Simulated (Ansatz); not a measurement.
# Cl3H3SSi2: a ladder of functionals and wavefunction methods

An exercise on one series of results from a longer session: the logs are not shown, and one member is left open.

Computed with Ansatz 0.2.0, Gaussian basis. Level: functionals in def2-TZVPP, the program's frozen cores in correlated methods.

Plan: PBE-D4, r2SCAN-D4, PBE0-D4, B3LYP-D4, ωB97X-V, ωB97M-V, B2PLYP; CCSD(T)/def2-TZVPP; MP2/def2-QZVPP; extrapolation to the limit.

**The relaxed structure**

The geometry comes from an earlier relaxation with PBE0-D4 in a triple-zeta def2 set; it is a stationary point, not always the lowest conformer.

9 atoms, charge 0, spin multiplicity 1.

Atoms are counted from 1 here; the program's logs count them from 0.

Bond lengths: Cl1–Si2 2.045 Å, Si2–S3 2.135 Å, Si2–H7 1.478 Å, Si2–H8 1.475 Å, S3–Si4 2.119 Å, Si4–Cl5 2.036 Å, Si4–Cl6 2.041 Å, Si4–H9 1.472 Å. Angles: Cl1–Si2–S3 112.5°, Cl1–Si2–H7 109.1°, Cl1–Si2–H8 107.9°, S3–Si2–H7 103.9°, S3–Si2–H8 111.3°, H7–Si2–H8 112.1°, Si2–S3–Si4 102.7°, S3–Si4–Cl5 111.8°, S3–Si4–Cl6 112.0°, S3–Si4–H9 107.1°, Cl5–Si4–Cl6 108.3°, Cl5–Si4–H9 108.4°, Cl6–Si4–H9 109.1°.

The first run:

in.yaml reads:

```yaml
crystal:
  periodic: [false, false, false]
  atoms:
    - {symbol: Cl, position_ang: [-1.686194, 0.212610, -1.853389]}
    - {symbol: Si, position_ang: [-0.061005, -0.939399, -1.391937]}
    - {symbol: S, position_ang: [1.439126, 0.148459, -0.332468]}
    - {symbol: Si, position_ang: [0.391799, 0.849442, 1.370516]}
    - {symbol: Cl, position_ang: [-0.592214, 2.590313, 0.987632]}
    - {symbol: Cl, position_ang: [-0.962184, -0.516991, 2.051188]}
    - {symbol: H, position_ang: [0.612912, -1.348398, -2.642000]}
    - {symbol: H, position_ang: [-0.533975, -2.098278, -0.611024]}
    - {symbol: H, position_ang: [1.391726, 1.102251, 2.421462]}
basis:
  gaussian: {orbitals: def2-TZVPP}
hamiltonian: {xc: pbe, dispersion: d4}
output: {forces: true, orbitals: {seedname: orbitals}}
```

Command:

```console
$ ansatz run in.yaml --threads 2 --pin off --events-out ev --progress --plain --max-ram 32768MiB --backend cuda --devices 0, --max-vram 18GiB
```

Steps of the session up to this table: PBE-D4 (GGA); r2SCAN-D4 (meta-GGA); PBE0-D4 (hybrid); B3LYP-D4 (hybrid); ωB97X-V (range-separated); ωB97M-V (range-separated); B2PLYP (double hybrid); CCSD(T) in def2-TZVPP; MP2 in def2-QZVPP.

One table of the session follows, with a row left open; its other results are not shown here.

```
            method  atomisation energy (kJ/mol)
            PBE-D4                       2864.1
         r2SCAN-D4                       2872.9
           PBE0-D4                       2844.2
          B3LYP-D4                       2805.9
           ωB97X-V                       2878.9
           ωB97M-V                       2874.2
            B2PLYP                       2771.3
     HF/def2-TZVPP                            ?
    MP2/def2-TZVPP                       2829.1
   CCSD/def2-TZVPP                       2690.5
CCSD(T)/def2-TZVPP                       2745.6
           MP2/CBS                       2940.2
       CCSD(T)/CBS                       2856.6
```

Estimate the missing values for HF/def2-TZVPP.

The run gave: atomisation energy (kJ/mol): 2108.0. In the column «atomisation energy (kJ/mol)» it is the lowest.
